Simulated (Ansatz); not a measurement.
# C2H7BO2: the cost of one run

Method: RKS r2SCAN-D4/6-31G, in Ansatz 0.2.0.

**1. The starting structure**

Bond lengths: O1–B2 1.397 Å, B2–C3 1.574 Å, C3–C4 1.617 Å, C4–O5 1.353 Å, O1–H6 1.008 Å, B2–H7 1.170 Å, C3–H8 1.087 Å, C3–H9 1.095 Å, C4–H10 1.154 Å, C4–H11 1.111 Å, O5–H12 0.997 Å. Angles (14 of 17 angles, heavy atoms first): O1–B2–C3 119.0°, B2–C3–C4 112.2°, C3–C4–O5 110.1°, O1–B2–H7 121.6°, C3–B2–H7 119.4°, B2–O1–H6 109.6°, B2–C3–H8 112.6°, B2–C3–H9 109.8°, C4–C3–H8 106.7°, C4–C3–H9 104.6°, C3–C4–H10 105.1°, C3–C4–H11 107.7°, O5–C4–H10 111.1°, O5–C4–H11 116.9°.

Coordinates:

```xyz
12

O    -2.1483    1.2777   -0.1744
B    -1.5025    0.0796    0.1411
C    -0.1624   -0.2834   -0.6006
C     1.0866   -0.4045    0.4186
O     2.2017   -0.7724   -0.2533
H    -1.8320    2.0060    0.4468
H    -1.9287   -0.6516    0.9495
H    -0.2230   -1.2284   -1.1352
H     0.1164    0.5267   -1.2823
H     0.7752   -1.2119    1.1816
H     1.1405    0.5399    1.0021
H     2.5533    0.0671   -0.6599
```

**2. Relaxing end A**

input.yaml reads:

```yaml
crystal:
  periodic: [false, false, false]
  atoms:
    - { symbol: O, position_ang: [-2.1483, 1.2777, -0.1744] }
    - { symbol: B, position_ang: [-1.5025, 0.0796, 0.1411] }
    - { symbol: C, position_ang: [-0.1624, -0.2834, -0.6006] }
    - { symbol: C, position_ang: [1.0866, -0.4045, 0.4186] }
    - { symbol: O, position_ang: [2.2017, -0.7724, -0.2533] }
    - { symbol: H, position_ang: [-1.832, 2.006, 0.4468] }
    - { symbol: H, position_ang: [-1.9287, -0.6516, 0.9495] }
    - { symbol: H, position_ang: [-0.223, -1.2284, -1.1352] }
    - { symbol: H, position_ang: [0.1164, 0.5267, -1.2823] }
    - { symbol: H, position_ang: [0.7752, -1.2119, 1.1816] }
    - { symbol: H, position_ang: [1.1405, 0.5399, 1.0021] }
    - { symbol: H, position_ang: [2.5533, 0.0671, -0.6599] }
basis:
  gaussian: { orbitals: "6-31G" }
hamiltonian:
  xc: r2scan
  dispersion: d4
relax:
  f_tol: 0.015
  max_steps: 40
```

Launch:

```console
$ ansatz run input.yaml --threads 1 --pin off --max-ram 2048MiB --backend cpu --events-out ev --progress --plain --runs-dir out
```

**Question.** How long does this run take on 1 thread of Arm Neoverse V1, shared host, and how much memory does it need?

About 100 s, with a peak of 0.16 GiB.
